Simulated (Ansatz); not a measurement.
**CH5AlBFO: a ladder of functionals and wavefunction methods**

The task here is to estimate one member of a computed series from the others.

The runs use Ansatz 0.2.0, Gaussian basis; functionals in def2-TZVPP, the program's frozen cores in correlated methods.

Levels to be run: PBE-D4, r2SCAN-D4, PBE0-D4, B3LYP-D4, ωB97X-V, ωB97M-V, B2PLYP; CCSD(T)/def2-TZVPP; MP2/def2-QZVPP; extrapolation to the limit.

## The relaxed structure

All runs share one geometry, relaxed beforehand with PBE0-D4 in a triple-zeta def2 set.

10 atoms, charge 0, spin multiplicity 1.

Atoms are counted from 1 here; the program's logs count them from 0.

Bond lengths: C1–B2 1.548 Å, C1–H6 1.091 Å, C1–H7 1.093 Å, C1–H8 1.108 Å, B2–Al3 2.136 Å, B2–H9 1.201 Å, Al3–O4 1.695 Å, Al3–F5 1.657 Å, O4–H10 0.956 Å. Angles: B2–C1–H6 116.9°, B2–C1–H7 115.2°, B2–C1–H8 101.4°, H6–C1–H7 110.7°, H6–C1–H8 105.7°, H7–C1–H8 105.2°, C1–B2–Al3 121.9°, C1–B2–H9 118.1°, Al3–B2–H9 119.9°, B2–Al3–O4 119.3°, B2–Al3–F5 123.4°, O4–Al3–F5 117.3°, Al3–O4–H10 124.1°.

Geometry (Å):

```xyz
10

C    -0.7813    0.5597    1.3877
B     0.0293    1.0041    0.1455
Al    0.8035   -0.4066   -1.2593
O     0.5702   -2.0623   -0.9847
F     1.6390    0.0281   -2.6231
H    -0.6445   -0.4688    1.7234
H    -0.7513    1.2506    2.2341
H    -1.8194    0.6152    1.0039
H     0.1532    2.1812   -0.0572
H     0.8842   -2.7525   -1.5673
```

The first run:

Contents of in.yaml:

```yaml
crystal:
  periodic: [false, false, false]
  atoms:
    - {symbol: C, position_ang: [-0.781295, 0.559744, 1.387687]}
    - {symbol: B, position_ang: [0.029315, 1.004149, 0.145482]}
    - {symbol: Al, position_ang: [0.803541, -0.406550, -1.259327]}
    - {symbol: O, position_ang: [0.570232, -2.062321, -0.984700]}
    - {symbol: F, position_ang: [1.639035, 0.028143, -2.623123]}
    - {symbol: H, position_ang: [-0.644513, -0.468771, 1.723430]}
    - {symbol: H, position_ang: [-0.751308, 1.250563, 2.234125]}
    - {symbol: H, position_ang: [-1.819420, 0.615209, 1.003944]}
    - {symbol: H, position_ang: [0.153214, 2.181234, -0.057177]}
    - {symbol: H, position_ang: [0.884198, -2.752500, -1.567341]}
basis:
  gaussian: {orbitals: def2-TZVPP}
hamiltonian: {xc: pbe, dispersion: d4}
output: {forces: true, orbitals: {seedname: orbitals}}
```

Run with:

```console
> ansatz run in.yaml --threads 4 --pin off --events-out ev --progress --plain --max-ram 10444MiB
```

Steps of the session up to this table: PBE-D4 (GGA); r2SCAN-D4 (meta-GGA); PBE0-D4 (hybrid); B3LYP-D4 (hybrid); ωB97X-V (range-separated); ωB97M-V (range-separated); B2PLYP (double hybrid); CCSD(T) in def2-TZVPP; MP2 in def2-QZVPP.

One table of the session follows, with a row left open; its other results are not shown here.

| method | atomisation energy (eV) |
| --- | --- |
| PBE-D4 | 39.831 |
| r2SCAN-D4 | 39.528 |
| PBE0-D4 | 39.145 |
| B3LYP-D4 | 39.260 |
| ωB97X-V | 39.369 |
| ωB97M-V | 39.424 |
| B2PLYP | 39.012 |
| HF/def2-TZVPP | 29.661 |
| MP2/def2-TZVPP | 39.325 |
| CCSD/def2-TZVPP | 37.902 |
| CCSD(T)/def2-TZVPP | 38.398 |
| MP2/CBS | 40.325 |
| CCSD(T)/CBS | ? |

Estimate the missing values for CCSD(T)/CBS.

As computed: atomisation energy (eV): 39.399. In the column «atomisation energy (eV)» it lies between ωB97X-V (39.369) and ωB97M-V (39.424).
